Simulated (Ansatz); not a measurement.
# C2H9BSi: the cost of one run

Program: Ansatz 0.2.0, Gaussian basis. Level of theory: the settings change from run to run. These are calculated values, not measurements.

## 1. The molecule

An earlier PBE0-D4 in a triple-zeta def2 set relaxation fixed the geometry.

SMILES `BC(C)[SiH3]`, 13 atoms, charge 0, spin multiplicity 1.

Atoms are counted from 1 here; the program's logs count them from 0.

Bond lengths: B1–C2 1.529 Å, B1–H5 1.199 Å, B1–H6 1.199 Å, C2–C3 1.528 Å, C2–Si4 1.911 Å, C2–H7 1.098 Å, C3–H8 1.093 Å, C3–H9 1.093 Å, C3–H10 1.093 Å, Si4–H11 1.485 Å, Si4–H12 1.488 Å, Si4–H13 1.487 Å. Angles: C2–B1–H5 120.6°, C2–B1–H6 120.4°, H5–B1–H6 118.8°, B1–C2–C3 118.8°, B1–C2–Si4 100.2°, B1–C2–H7 112.5°, C3–C2–Si4 109.8°, C3–C2–H7 112.5°, Si4–C2–H7 100.6°, C2–C3–H8 110.7°, C2–C3–H9 112.6°, C2–C3–H10 111.0°, H8–C3–H9 107.5°, H8–C3–H10 107.1°, H9–C3–H10 107.8°, C2–Si4–H11 111.4°, C2–Si4–H12 111.6°, C2–Si4–H13 107.1° and more.

## 2. B97M-V/6-31G

Set apart from the defaults: atoms shaken by 0.15 Å, finite nuclei, high accuracy.

in.yaml

```yaml
crystal:
  periodic: [false, false, false]
  atoms:
    - {symbol: B, position_ang: [-0.811383, 1.384623, -1.022492]}
    - {symbol: C, position_ang: [0.557192, 0.600407, -0.242263]}
    - {symbol: C, position_ang: [1.123740, 0.621381, 1.076223]}
    - {symbol: Si, position_ang: [-0.198038, -1.344210, -0.259277]}
    - {symbol: H, position_ang: [-1.092435, 0.919017, -2.305492]}
    - {symbol: H, position_ang: [-1.664749, 1.424279, -0.177356]}
    - {symbol: H, position_ang: [1.018492, 0.209819, -1.281307]}
    - {symbol: H, position_ang: [1.349535, 1.936681, 1.060703]}
    - {symbol: H, position_ang: [1.364941, 0.123682, 1.535301]}
    - {symbol: H, position_ang: [-0.098830, 0.567092, 1.984682]}
    - {symbol: H, position_ang: [-0.690252, -2.280894, -1.861839]}
    - {symbol: H, position_ang: [-1.715048, -1.779271, 0.513286]}
    - {symbol: H, position_ang: [0.818188, -2.349579, 0.310582]}
basis:
  gaussian: {orbitals: 6-31G, nuclear_model: gaussian}
hamiltonian: {xc: {name: B97M-V}}
accuracy: high
```

Started as:

```bash
$ ansatz run in.yaml --threads 4 --pin off --events-out ev --progress --plain --max-ram 10444MiB
```

What time and memory should one allow on 4 threads of INTEL XEON PLATINUM 8581C at 2.10GHz, shared host?

About 9.5 s, with a peak of 0.52 GiB.
